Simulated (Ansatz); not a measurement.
# two structures of Sc: a comparison of enthalpies under pressure

Computed with the Ansatz DFT code, driven from Python.

Typed at the interpreter:
```pycon
>>> from dataclasses import dataclass
>>> import warnings
>>> import ansatz as az
>>> import numpy as np
>>> import pandas as pd
>>> @dataclass
... class Settings:
...     kspacing: float = 0.27
...     filling: str = "gaussian"
...     sigma: float = 0.05
...
>>> cfg = Settings()
>>> def fcc(first, a):
...     return (
...         az.Lattice.fcc(a)
...         .space_group(225)
...         .atom(first, (0, 0, 0))
...         .primitive()
...     )
...
>>> def bcc(a_site, a):
...     return az.Crystal.bcc(a_site, a=a)
...
>>> def ground_state(name, crystal, pressure=0.0):
...     calc = (
...         crystal.calculation()
...         .functional(az.Functional.PBESOL)
...         .basis(34 * az.Ry)
...         .kpoints(spacing=cfg.kspacing)
...         .occupations(cfg.filling, width=cfg.sigma)
...     )
...     calc = calc.relax(force_tolerance=0.01, max_steps=40, cell=True, pressure=pressure)
...     return calc.run(threads=1, backend="cpu")
...
>>> def volume_per_atom(outcome):
...     return abs(np.linalg.det(outcome.lattice.cell_ang)) / len(outcome.lattice.sites)
...
>>> warnings.simplefilter("ignore")
>>> phases = {}
>>> phases["fcc"] = fcc("Sc", 4.64)
>>> phases["bcc"] = bcc("Sc", 3.68)
>>> # H = E + PV, with 1 eV per cubic angstrom equal to 160.2 GPa
>>> pressures = [0, 15, 30, 45]
>>> enthalpy, volume = {name: [] for name in phases}, {name: [] for name in phases}
>>> for p in pressures:
...     for name, crystal in phases.items():
...         o = ground_state(name, crystal, pressure=p)
...         volume[name].append(volume_per_atom(o))
...         enthalpy[name].append(o.report["energy_sigma0_ev"] / len(o.lattice.sites) + p * volume[name][-1] / 160.21766)
...
>>> gap = np.array(enthalpy["bcc"]) - np.array(enthalpy["fcc"])
>>> rows = [(p, va, vb, 1000 * d) for p, va, vb, d in zip(pressures, volume["fcc"], volume["bcc"], gap)]
>>> print(pd.DataFrame(rows, columns=["P (GPa)", "V fcc (A^3/atom)", "V bcc (A^3/atom)", "H(bcc) - H(fcc) (meV/atom)"]).round(4).to_string(index=False))
 P (GPa)  V fcc (A^3/atom)  V bcc (A^3/atom)  H(bcc) - H(fcc) (meV/atom)
       0           23.5406           23.9199                     67.6149
      15           19.3110           19.5169                     99.0796
      30           16.9512           17.1258                    113.6131
      45           15.3546           15.4561                    125.3547
>>> crossings = [p0 - g0 * (p1 - p0) / (g1 - g0) for p0, p1, g0, g1 in zip(pressures, pressures[1:], gap, gap[1:]) if g0 * g1 < 0]
>>> print("crossing near", [round(float(p), 1) for p in crossings], "GPa") if crossings else print("no crossing in this range")
no crossing in this range
```

What to keep in mind:
- At a fixed pressure a relaxation lowers the enthalpy F + PV, while F alone can rise.
- Only these two structures are compared, at zero temperature and with their symmetry kept; either may be hypothetical, and another phase may be lower than both. Differences under about 40 meV an atom lie within the error of mesh and functional.
- The cells are prototypes set up for this calculation and needn't exist.
- Wall time of the script: 20 s on 1 thread of Arm Neoverse V2 (shared host), peak memory 0.41 GiB.
